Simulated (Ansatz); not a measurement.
# C3H11GeInSi: the cost of one run

The runs use Ansatz 0.2.0, Gaussian basis; one geometry, several basis sets.

The runs, in order: PBE0-D4/def2-SVP; ωB97M-V/def2-SVP; PBE0-D4/def2-QZVPP; ωB97M-V/def2-QZVPP; the functionals' def2-TZVPP values are taken from earlier runs.

## 1. The geometry

The geometry comes from an earlier relaxation with PBE0-D4 in a triple-zeta def2 set; it is a stationary point, not always the lowest conformer. In takes the def2 core potential; no spin-orbit term is included.

17 atoms, charge 0, spin multiplicity 1.

Atoms are counted from 1 here; the program's logs count them from 0.

Bond lengths: C1–Si2 1.865 Å, C1–H7 1.093 Å, C1–H8 1.092 Å, C1–H9 1.092 Å, Si2–C3 1.856 Å, Si2–H10 1.522 Å, Si2–H11 1.489 Å, C3–C4 1.343 Å, C3–H12 1.096 Å, C4–Ge5 1.945 Å, C4–In6 2.178 Å, Ge5–H13 1.542 Å, Ge5–H14 1.542 Å, Ge5–H15 1.541 Å, In6–H16 1.724 Å, In6–H17 1.726 Å. Angles: Si2–C1–H7 110.1°, Si2–C1–H8 110.6°, Si2–C1–H9 111.2°, H7–C1–H8 108.2°, H7–C1–H9 108.0°, H8–C1–H9 108.6°, C1–Si2–C3 114.8°, C1–Si2–H10 108.3°, C1–Si2–H11 110.2°, C3–Si2–H10 103.5°, C3–Si2–H11 113.5°, H10–Si2–H11 105.7°, Si2–C3–C4 120.1°, Si2–C3–H12 119.3°, C4–C3–H12 120.6°, C3–C4–Ge5 119.4°, C3–C4–In6 117.4°, Ge5–C4–In6 123.1° and more.

## 2. PBE0-D4 in def2-SVP

in.yaml reads:

```yaml
crystal:
  periodic: [false, false, false]
  atoms:
    - {symbol: C, position_ang: [1.124411, -2.522510, -0.999718]}
    - {symbol: Si, position_ang: [1.433002, -0.899627, -0.133845]}
    - {symbol: C, position_ang: [0.347374, 0.499069, -0.689968]}
    - {symbol: C, position_ang: [-0.554251, 1.028572, 0.152330]}
    - {symbol: Ge, position_ang: [-1.700728, 2.475258, -0.461769]}
    - {symbol: In, position_ang: [-0.646463, 0.210088, 2.168325]}
    - {symbol: H, position_ang: [1.374998, -2.436964, -2.060391]}
    - {symbol: H, position_ang: [0.073273, -2.807462, -0.920274]}
    - {symbol: H, position_ang: [1.735633, -3.320266, -0.571900]}
    - {symbol: H, position_ang: [1.074419, -1.065344, 1.336468]}
    - {symbol: H, position_ang: [2.885311, -0.570572, -0.160388]}
    - {symbol: H, position_ang: [0.441984, 0.876989, -1.714321]}
    - {symbol: H, position_ang: [-1.370113, 2.828618, -1.926064]}
    - {symbol: H, position_ang: [-3.181379, 2.059061, -0.355893]}
    - {symbol: H, position_ang: [-1.508216, 3.720908, 0.425290]}
    - {symbol: H, position_ang: [0.214502, 1.009270, 3.430436]}
    - {symbol: H, position_ang: [-1.743746, -1.085078, 2.481673]}
basis:
  gaussian: {orbitals: def2-SVP}
hamiltonian: {xc: pbe0, dispersion: d4}
output: {orbitals: {seedname: orbitals}}
```

Launch:

```
ansatz run in.yaml --threads 2 --pin off --events-out ev --progress --plain --max-ram 32768MiB --backend cpu
```

Q: Estimate wall time and peak memory on 2 threads of AMD EPYC 7R13, shared host.

About 6.5 s, with a peak of 0.63 GiB.
